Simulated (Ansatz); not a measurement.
# Cu12Te: the cost of one run

Computed with Ansatz 0.2.0 (DFT LDA, scalar-relativistic, plane waves, PAW, unless a step's input says otherwise).

### 1 Starting point

Symmetry: Pc, No. 7, monoclinic system. The conventional cell has a = 23.415 Å, b = 12.437 Å, c = 4.308 Å, α = 90.00°, β = 90.00°, γ = 90.00°. Te (site symmetry 1) has 6 Cu at 2.49 to 2.66 Å in its first shell of neighbours. Cu (site symmetry 1) has 5 Cu at 2.49 to 2.53 Å and 3 Te at 2.49 Å in its first shell of neighbours. Cu (site symmetry 1) has 6 Cu at 2.49 to 2.53 Å and 3 Te at 2.62 to 2.66 Å in its first shell of neighbours. Around Cu (site symmetry 1) lie 9 Cu at 2.49 to 2.53 Å and 2 Te at 2.66 to 2.74 Å. Cu (site symmetry 1) is surrounded by 11 Cu at 2.49 to 2.53 Å and 1 Te at 2.66 Å. Around Te (site symmetry 1) lie 6 Cu at 2.47 to 2.74 Å. Cu (site symmetry 1) has 11 Cu at 2.49 to 2.53 Å and 1 Te at 2.72 Å in its first shell of neighbours. Cu (site symmetry 1) has 12 Cu at 2.49 to 2.53 Å in its first shell of neighbours. Only part of the 26 independent sites is listed.

Coordinates:

```xyz
52
Lattice="12.4369 0.0000 0.0000 0.0000 4.3083 0.0000 0.0000 0.0000 23.4147" Properties=species:S:1:pos:R:3 pbc="T T T"
Te    1.2437    3.5902   16.9147
Cu    2.4874    1.4361   16.7547
Cu    3.7311    3.5902   16.7547
Te    4.9748    1.4361   16.9147
Cu    0.0000    0.0000   14.6738
Cu    1.2437    2.1541   14.6738
Cu    2.4874    0.0000   14.6738
Cu    3.7311    2.1541   14.6738
Cu    4.9748    0.0000   14.6738
Cu    6.2185    2.1541   14.6738
Te    7.7142    0.0000   14.7438
Te   10.9413    2.1541   14.7438
Cu    0.0000    2.8722   12.5928
Cu    1.2437    0.7180   12.5928
Cu    2.4874    2.8722   12.5928
Cu    3.7311    0.7180   12.5928
Cu    4.9748    2.8722   12.5928
Cu    6.2185    0.7180   12.5928
Cu    7.4622    2.8722   12.5928
Cu    8.7059    0.7180   12.5928
Cu    9.9496    2.8722   12.5928
Cu   11.1933    0.7180   12.5928
Cu    0.0000    1.4361   10.5619
Cu    1.2437    3.5902   10.5619
Cu    2.4874    1.4361   10.5619
Cu    3.7311    3.5902   10.5619
Cu    4.9748    1.4361   10.5619
Cu    6.2185    3.5902   10.5619
Cu    7.4622    1.4361   10.5619
Cu    8.7059    3.5902   10.5619
Cu    9.9496    1.4361   10.5619
Cu   11.1933    3.5902   10.5619
Cu    0.0000    0.0000    8.5309
Cu    1.2437    2.1541    8.5309
Cu    2.4874    0.0000    8.5309
Cu    3.7311    2.1541    8.5309
Cu    4.9748    0.0000    8.5309
Cu    6.2185    2.1541    8.5309
Cu    7.4622    0.0000    8.5309
Cu    8.7059    2.1541    8.5309
Cu    9.9496    0.0000    8.5309
Cu   11.1933    2.1541    8.5309
Cu    0.0000    2.8722    6.5000
Cu    1.2437    0.7180    6.5000
Cu    2.4874    2.8722    6.5000
Cu    3.7311    0.7180    6.5000
Cu    4.9748    2.8722    6.5000
Cu    6.2185    0.7180    6.5000
Cu    7.4622    2.8722    6.5000
Cu    8.7059    0.7180    6.5000
Cu    9.9496    2.8722    6.5000
Cu   11.1933    0.7180    6.5000
```

### 2 Relaxing the atoms: Cu48Te4 slab, no spin

input.yaml reads:

```yaml
crystal:
  lattice:
    - [12.43694762, 0.0, 0.0]
    - [0.0, 4.30828503, 0.0]
    - [0.0, 0.0, 23.41472521]
  atoms:
    - { symbol: Te, position: [0.1, 0.83333333, 0.72239691] }
    - { symbol: Cu, position: [0.2, 0.33333333, 0.71556361] }
    - { symbol: Cu, position: [0.3, 0.83333333, 0.71556361] }
    - { symbol: Te, position: [0.4, 0.33333333, 0.72239691] }
    - { symbol: Cu, position: [0.0, 0.0, 0.62669026] }
    - { symbol: Cu, position: [0.1, 0.5, 0.62669026] }
    - { symbol: Cu, position: [0.2, 0.0, 0.62669026] }
    - { symbol: Cu, position: [0.3, 0.5, 0.62669026] }
    - { symbol: Cu, position: [0.4, 0.0, 0.62669026] }
    - { symbol: Cu, position: [0.5, 0.5, 0.62669026] }
    - { symbol: Te, position: [0.62026221, 0.0, 0.62967983] }
    - { symbol: Te, position: [0.87973779, 0.5, 0.62967983] }
    - { symbol: Cu, position: [0.0, 0.66666667, 0.53781691] }
    - { symbol: Cu, position: [0.1, 0.16666667, 0.53781691] }
    - { symbol: Cu, position: [0.2, 0.66666667, 0.53781691] }
    - { symbol: Cu, position: [0.3, 0.16666667, 0.53781691] }
    - { symbol: Cu, position: [0.4, 0.66666667, 0.53781691] }
    - { symbol: Cu, position: [0.5, 0.16666667, 0.53781691] }
    - { symbol: Cu, position: [0.6, 0.66666667, 0.53781691] }
    - { symbol: Cu, position: [0.7, 0.16666667, 0.53781691] }
    - { symbol: Cu, position: [0.8, 0.66666667, 0.53781691] }
    - { symbol: Cu, position: [0.9, 0.16666667, 0.53781691] }
    - { symbol: Cu, position: [0.0, 0.33333333, 0.45107897] }
    - { symbol: Cu, position: [0.1, 0.83333333, 0.45107897] }
    - { symbol: Cu, position: [0.2, 0.33333333, 0.45107897] }
    - { symbol: Cu, position: [0.3, 0.83333333, 0.45107897] }
    - { symbol: Cu, position: [0.4, 0.33333333, 0.45107897] }
    - { symbol: Cu, position: [0.5, 0.83333333, 0.45107897] }
    - { symbol: Cu, position: [0.6, 0.33333333, 0.45107897] }
    - { symbol: Cu, position: [0.7, 0.83333333, 0.45107897] }
    - { symbol: Cu, position: [0.8, 0.33333333, 0.45107897] }
    - { symbol: Cu, position: [0.9, 0.83333333, 0.45107897] }
    - { symbol: Cu, position: [0.0, 0.0, 0.36434103] }
    - { symbol: Cu, position: [0.1, 0.5, 0.36434103] }
    - { symbol: Cu, position: [0.2, 0.0, 0.36434103] }
    - { symbol: Cu, position: [0.3, 0.5, 0.36434103] }
    - { symbol: Cu, position: [0.4, 0.0, 0.36434103] }
    - { symbol: Cu, position: [0.5, 0.5, 0.36434103] }
    - { symbol: Cu, position: [0.6, 0.0, 0.36434103] }
    - { symbol: Cu, position: [0.7, 0.5, 0.36434103] }
    - { symbol: Cu, position: [0.8, 0.0, 0.36434103] }
    - { symbol: Cu, position: [0.9, 0.5, 0.36434103] }
    - { symbol: Cu, position: [0.0, 0.66666667, 0.27760309] }
    - { symbol: Cu, position: [0.1, 0.16666667, 0.27760309] }
    - { symbol: Cu, position: [0.2, 0.66666667, 0.27760309] }
    - { symbol: Cu, position: [0.3, 0.16666667, 0.27760309] }
    - { symbol: Cu, position: [0.4, 0.66666667, 0.27760309] }
    - { symbol: Cu, position: [0.5, 0.16666667, 0.27760309] }
    - { symbol: Cu, position: [0.6, 0.66666667, 0.27760309] }
    - { symbol: Cu, position: [0.7, 0.16666667, 0.27760309] }
    - { symbol: Cu, position: [0.8, 0.66666667, 0.27760309] }
    - { symbol: Cu, position: [0.9, 0.16666667, 0.27760309] }
scf:
  occupations: { method: gaussian, width: 0.1 }
output:
  forces: true
  write_density: true
  write_potential: true
  elf: true
  volumetric_format: npy
hamiltonian:
  xc: lda
efield:
  axis: 3
  dipole_correction: true
kpoints:
  mp_grid: { grid: [3, 8, 1] }
relax:
  f_tol: 0.015
  constraints:
    - { sites: [32, 33, 34, 35, 36, 37, 38, 39, 40, 41, 42, 43, 44, 45, 46, 47, 48, 49, 50, 51] }
```

Run with:

```
$ ansatz run input.yaml --threads 16 --pin off --max-ram 30720MiB --backend cpu --events-out ev --progress --plain --runs-dir out
```

Q: Estimate wall time and peak memory on 16 threads of Arm Neoverse V2, shared host.

About 16 min, with a peak of 22 GiB.
